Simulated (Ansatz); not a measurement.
# InSO radical (SMILES [O]1[S][In]1): functionals against CCSD(T) at one geometry

The atoms stand at a structure displaced at random from a GFN2-xTB minimum. How far do the functionals agree with CCSD(T) there?

Computed with Ansatz 0.2.0, Gaussian basis. Level: single points in def2-TZVPP.

Correlated methods freeze the cores. Filled d shells of the heavier atoms are correlated. Core potentials replace the inner electrons past krypton, and spin-orbit coupling is left out. Orbitals are unrestricted.

## (1) The system as given

SMILES `[O]1[S][In]1`, 3 atoms, charge 0, spin multiplicity 2.

Atoms are counted from 1 here; the program's logs count them from 0.

Bond lengths: O1–S2 1.568 Å, O1–In3 2.172 Å, S2–In3 2.575 Å. Angles: S2–O1–In3 85.4°, O1–S2–In3 57.2°, O1–In3–S2 37.4°.

Geometry (Å):

```xyz
3

O     0.2736    0.8886    0.1978
S    -1.0120    0.4549   -0.5882
In    0.7201   -1.2353    0.2921
```

## (2) CCSD(T)/def2-TZVPP

run/in.yaml reads:

```yaml
crystal:
  periodic: [false, false, false]
  atoms:
    - {symbol: O, position_ang: [0.273600, 0.888600, 0.197800]}
    - {symbol: S, position_ang: [-1.012000, 0.454900, -0.588200]}
    - {symbol: In, position_ang: [0.720100, -1.235300, 0.292100]}
basis:
  gaussian: {orbitals: def2-TZVPP}
magnetization: {spin_polarized: true, initial_magnetization: 1}
correlation: {method: ccsd_t}
scf: {omitted_lower_state_checks: [cluster_reference]}
output: {forces: true}
```

No record of the launch command was kept for these runs.

## (3) PBE0-D4/def2-TZVPP

Changes to run/in.yaml since step 2:

```diff
@@ -9,4 +9,3 @@
 magnetization: {spin_polarized: true, initial_magnetization: 1}
-correlation: {method: ccsd_t}
-scf: {omitted_lower_state_checks: [cluster_reference]}
-output: {forces: true}
+hamiltonian: {xc: pbe0, dispersion: d4}
+output: {forces: true, orbitals: {seedname: orbitals}}
```

## (4) wB97M-V/def2-TZVPP

Changes to run/in.yaml since step 3:

```diff
@@ -9,3 +9,3 @@
 magnetization: {spin_polarized: true, initial_magnetization: 1}
-hamiltonian: {xc: pbe0, dispersion: d4}
-output: {forces: true, orbitals: {seedname: orbitals}}
+hamiltonian: {xc: {name: wB97M-V}}
+output: {forces: true}
```

## (5) r2SCAN-D4/def2-TZVPP

Changes to run/in.yaml since step 4:

```diff
@@ -9,3 +9,3 @@
 magnetization: {spin_polarized: true, initial_magnetization: 1}
-hamiltonian: {xc: {name: wB97M-V}}
+hamiltonian: {xc: r2scan, dispersion: d4}
 output: {forces: true}
```

## (6) PBE-D4/def2-TZVPP

Changes to run/in.yaml since step 5:

```diff
@@ -9,3 +9,3 @@
 magnetization: {spin_polarized: true, initial_magnetization: 1}
-hamiltonian: {xc: r2scan, dispersion: d4}
+hamiltonian: {xc: pbe, dispersion: d4}
 output: {forces: true}
```

## (7) revPBE-D4/def2-TZVPP

Changes to run/in.yaml since step 6:

```diff
@@ -9,3 +9,3 @@
 magnetization: {spin_polarized: true, initial_magnetization: 1}
-hamiltonian: {xc: pbe, dispersion: d4}
+hamiltonian: {xc: {name: revPBE}, dispersion: d4}
 output: {forces: true}
```

## (8) r2SCANh-D4/def2-TZVPP

Changes to run/in.yaml since step 7:

```diff
@@ -9,3 +9,3 @@
 magnetization: {spin_polarized: true, initial_magnetization: 1}
-hamiltonian: {xc: {name: revPBE}, dispersion: d4}
+hamiltonian: {xc: {name: r2SCANh}, dispersion: d4}
 output: {forces: true}
```

(Steps that only read results are left out.)

Before running it: what results should come out? Wanted: energy less free atoms, CCSD(T)/def2-TZVPP; RMS force component; RMS force error; HOMO and LUMO, PBE0-D4; T1 diagnostic.

As calculated:

```
                                  quantity                                                                                                value
energy less free atoms, CCSD(T)/def2-TZVPP                                                                                      -165.0 kcal/mol
                       RMS force component                                                                 0.555 to 1.108 eV/Å over the methods
                           RMS force error  PBE0-D4 0.335, wB97M-V 0.278, r2SCAN-D4 0.168, PBE-D4 0.235, revPBE-D4 0.347, r2SCANh-D4 0.285 eV/Å
                    HOMO and LUMO, PBE0-D4                                                                                   -6.22 and -2.95 eV
                             T1 diagnostic                                                                                                0.020
```

What this shows: Against CCSD(T) the functionals' energies less atoms differ by -26.8 to -11.0 kcal/mol, PBE-D4 by -26.8 kcal/mol. The reference is not at the basis limit: in triple zeta CCSD(T) underbinds, which counts against methods that bind more; the gaps are no ranking. On forces the order runs from r2SCAN-D4 to revPBE-D4. Frozen-core CCSD(T) forces in triple zeta carry basis errors of their own, and this is one geometry, so small gaps rank nothing.
